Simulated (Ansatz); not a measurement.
# YSc: the cost of one run

Computed with Ansatz 0.2.0, driven from Python. Level of theory: DFT PBEsol, plane waves, PAW.

## Step 1: Starting point

Symmetry: P-6m2, No. 187, hexagonal system. Conventional cell: a = 3.520 Å, b = 3.520 Å, c = 5.404 Å, α = 90.00°, β = 90.00°, γ = 120.00°. Y (site symmetry -6m2) is surrounded by 6 Sc at 3.38 Å and 6 Y at 3.52 Å. Sc (site symmetry -6m2) is surrounded by 6 Y at 3.38 Å and 6 Sc at 3.52 Å.

No structure file is read: the coordinates are typed or built in the script.

## Step 2: The code

run_eos.py reads:

```python
"""Energy against volume for YSc, with a fit."""

import warnings

import ansatz as az
from ase.eos import EquationOfState
from ase.units import GPa
import numpy as np

vectors0 = np.array([
    [3.520166, 0.0, 0.0],
    [-1.760083, 3.048553, 0.0],
    [0.0, 0.0, 5.404116],
])
sites = [
    ("Y", [0.0, 0.0, 0.0]),
    ("Sc", [1 / 3, 2 / 3, 0.5]),
]


def make_crystal(cell):
    crystal = az.Crystal(lattice=az.Lattice.of(cell))
    for symbol, position in sites:
        crystal = crystal.atom(symbol, position)
    return crystal

warnings.simplefilter("ignore", az.DeckWarning)

# uniform scaling of the cell
volumes, energies = [], []
for scale in np.linspace(0.9, 1.1, 9):
    cell = vectors0 * scale ** (1 / 3)
    calculation = (
        make_crystal(cell).calculation()
        .occupations("fermi_dirac", width=0.1)
        .functional("PBEsol")
        .basis(500)
        .kpoints(9, 9, 6)
    )
    data = calculation.run(threads=1).report
    volumes.append(abs(np.linalg.det(cell)) / len(sites))
    energies.append(data["free_energy_ev"] / len(sites))
    print(f"V = {volumes[-1]:8.4f} A^3/atom  F = {energies[-1]:.5f} eV/atom")

eos = EquationOfState(volumes, energies, eos="murnaghan")
v0, e0, bulk = eos.fit()
print(f"V0 = {v0:.4f} A^3/atom, E0 = {e0:.5f} eV/atom, B = {bulk / GPa:.1f} GPa")
```

## Step 3: Launch

Run with:

```console
$ python run_eos.py
```

Q: Estimate wall time and peak memory on 1 thread of AMD EPYC 9R45 (Zen 5), shared host.

About 13 s, with a peak of 0.49 GiB.
